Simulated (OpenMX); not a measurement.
# Bi2Te3 (Tellurobismuthite) under changes of volume

One of the cells (33.871 Å³/atom); the others are scaled copies at fixed shape and fractional positions:

```
Bi Te
1.0
     2.19300    1.26613   10.16567
    -2.19300    1.26613   10.16567
     0.00000   -2.53226   10.16567
Bi Te
2 3
Direct
  0.60000 0.60000 0.60000
  0.40000 0.40000 0.40000
  0.79050 0.79050 0.79050
  0.20950 0.20950 0.20950
  0.00000 0.00000 0.00000
```

| Quantity | Value |
| --- | --- |
| Program | OpenMX 3.8.5 |
| Functional | LDA |
| Potentials or basis | OpenMX 2013 LDA set, Bi8.0-s3p2d2f1, Te7.0-s3p2d2f1, fixed grid of 50 × 50 × 50 points |
| k mesh | 7 × 7 × 7 |
| Occupations | fermi-dirac, width 0.05 eV |
| Spin | no spin polarisation |

```csv
volume (Å³/atom),energy over the lowest point (meV/atom),gap on the mesh (eV),largest force (eV/Å)
31.839,18.24,0.13,0.460
32.517,6.98,0.14,0.317
33.194,1.04,0.16,0.238
33.871,0.00,0.17,0.070
34.549,3.35,0.18,0.072
35.226,?,?,?
35.904,21.13,0.20,0.244
```

Question: What does the run at 35.226 Å³/atom give?

Answer: Energy over the lowest point 10.55 meV/atom; gap on the mesh 0.19 eV; largest force 0.144 eV/Å.

Worked out: A Birch-Murnaghan fit of order 3 (a polynomial in V^(-2/3)) to the other rows has its minimum at 33.69 Å³/atom with B0 = V·E''(V) = 52 GPa and B' = 4.5 at fixed shape and positions, which overstates the stiffness. It gives 10.49 meV/atom at 35.226 Å³/atom, against the run's 10.55. A straight line through the other rows of the gap, of slope 0.593 eV per unit of ln V (its deformation potential), gives 0.19 eV, against the run's 0.19.

Energies are extrapolated to zero smearing.

Caveats: the basis has few d functions beyond the semicore shells, which can make volumes several per cent too large; spin-orbit coupling is left out, which as a rule narrows the gap of such compounds by several tenths of an eV; an odd mesh through Γ misses points on the zone boundary, where band edges often lie; the basis of atomic orbitals isn't converged, which shifts pressures, moduli and gaps.
